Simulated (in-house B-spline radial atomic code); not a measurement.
# Au²⁺: ionisation energy by several methods

Aim: the ionisation energy of Au²⁺ by several methods, each as the difference of two self-consistent energies (Au²⁺ and the next ion, [Xe] 4f14 5d8).

The numbers are computed with in-house B-spline radial atomic code version 1 (non-relativistic, several functionals, spin-polarised; spherical all-electron atom at the radial basis limit), except any that are marked as measured or tabulated.

**1. The system**

* element: gold (Z = 79)
* charge: +2
* electrons: 77
* configuration: [Xe] 4f14 5d9
* nucleus: point

The outer shells:

[Xe] 4f14 5d9
```
[Xe] core
4f [↑↓][↑↓][↑↓][↑↓][↑↓][↑↓][↑↓]
5d [↑↓][↑↓][↑↓][↑↓][↑ ]
```

Where spins are not typed, each open shell is filled with up spins first.

**2. TPSS, a meta-GGA**

The run's settings:

```ini
Z = 79
electrons = 77.0
configuration = [Xe] 4f14 5d9
hamiltonian = nr
method = tpss,tpss
spin_polarised = True
```

**3. revTPSS, a meta-GGA**

The run's settings:

```ini
Z = 79
electrons = 77.0
configuration = [Xe] 4f14 5d9
hamiltonian = nr
method = revtpss,revtpss
spin_polarised = True
```

**4. M06-L, a meta-GGA**

The run's settings:

```ini
Z = 79
electrons = 77.0
configuration = [Xe] 4f14 5d9
hamiltonian = nr
method = m06l
spin_polarised = True
```

**5. SCAN, a meta-GGA**

The run's settings:

```ini
Z = 79
electrons = 77.0
configuration = [Xe] 4f14 5d9
hamiltonian = nr
method = scan,scan
spin_polarised = True
```

**6. PBE, a GGA**

The run's settings:

```ini
Z = 79
electrons = 77.0
configuration = [Xe] 4f14 5d9
hamiltonian = nr
method = pbe,pbe
spin_polarised = True
```

**7. LDA (PW92)**

The run's settings:

```ini
Z = 79
electrons = 77.0
configuration = [Xe] 4f14 5d9
hamiltonian = nr
method = lda,pw
spin_polarised = True
```

The tabulated ionisation energy is 30 ± 1.6 eV (tabulated theoretical; NIST Atomic Spectra Database). What does each method give, and which comes nearest?

As calculated:

| method | rung | total energy (hartree) | ΔSCF (eV) | −ε highest (eV) | ΔSCF less tabulated (eV) |
| --- | --- | --- | --- | --- | --- |
| LDA (PW92) | LDA | -17859.6698 | 34.575 | 28.087 (5d down) | +4.575 |
| PBE | GGA | -17868.0712 | 34.239 | 27.771 (5d down) | +4.239 |
| TPSS | meta-GGA | -17867.8051 | 34.170 | 27.705 (5d down) | +4.170 |
| revTPSS | meta-GGA | -17866.2288 | 34.150 | 27.681 (5d down) | +4.150 |
| M06-L | meta-GGA | -17868.4197 | 33.936 | 27.541 (5d down) | +3.936 |
| SCAN | meta-GGA | -17869.4388 | 34.307 | 27.893 (5d down) | +4.307 |

What this shows: Tables give 30 ± 1.6 eV (tabulated theoretical; NIST Atomic Spectra Database) for the ionisation energy. M06-L misses by +3.936 eV, the least, and LDA (PW92) by +4.575 eV (15 %), the most. Mean absolute error by rung (exchange-only levels left out): LDA 4.58 eV, GGA 4.24 eV, meta-GGA 4.14 eV. All methods miss on the same side by much the same amount, which points to something that they share. These runs lack relativity altogether, which can outweigh the gaps between the methods, so the nearest may be so by luck. PBE is off by +4.239 eV. These runs leave out relativity, which matters at this nuclear charge. Open shells are averaged (over orientations, and over spins where the run is restricted), while tables refer to the lowest levels. For the semilocal functionals minus the highest level recovers only 81 % of their own ΔSCF value, a mark of self-interaction.
